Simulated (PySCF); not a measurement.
Runs of PySCF 2.14.0 on Cl3Si2H3. The cell holds a molecule in a box, 8 atoms: a = 13.000 Å, b = 13.000 Å, c = 14.000 Å, α = 90.00°, β = 90.00°, γ = 90.00°. 

| task | level | three-body dispersion term | conv_tol | exxdiv | grid for exchange and correlation | three-centre integrals | gap on the mesh (eV) |
| --- | --- | --- | --- | --- | --- | --- | --- |
| atomic charges | r2SCANh+D3(BJ) | no | 1e-07 Ha | ewald | Becke, atom-centred | read from an earlier run's file | 6.45 |
| MP2 correlation energy | HF | - | 1e-08 Ha | ewald | - | read from an earlier run's file | 13.55 |
| excitation energies (Tamm-Dancoff) | PBE0 | - | 1e-08 Ha | ewald | Becke, atom-centred | read from an earlier run's file | 7.23 |
| atomic charges | LDA | - | 1e-07 Ha | - | Becke, atom-centred | read from an earlier run's file | (b) |
| atomic charges | M06-2X+D3 | no | 1e-07 Ha | ewald | Becke, atom-centred | read from an earlier run's file | (a) |
| atomic charges | PBE | - | 1e-07 Ha | - | Becke, atom-centred | - | 5.16 |

Alike in all rows: potentials or basis cc-pvdz (all-electron); no spin polarisation; cell as given; k mesh 1 × 1 × 1; smearing fixed.

Task: Fill in the values left out.

Result: (a) 9.17; (b) 4.99.

Caveats: this is a molecule in a periodic box at the Γ point, so its band gap is the HOMO-LUMO gap; the basis of atomic orbitals isn't converged, which shifts pressures, moduli and gaps; the basis is small and the box finite, so much correlation energy is missing and levels can be off by tenths of an eV (some runs); the iterative solver can pass over a root and still report convergence (some runs).

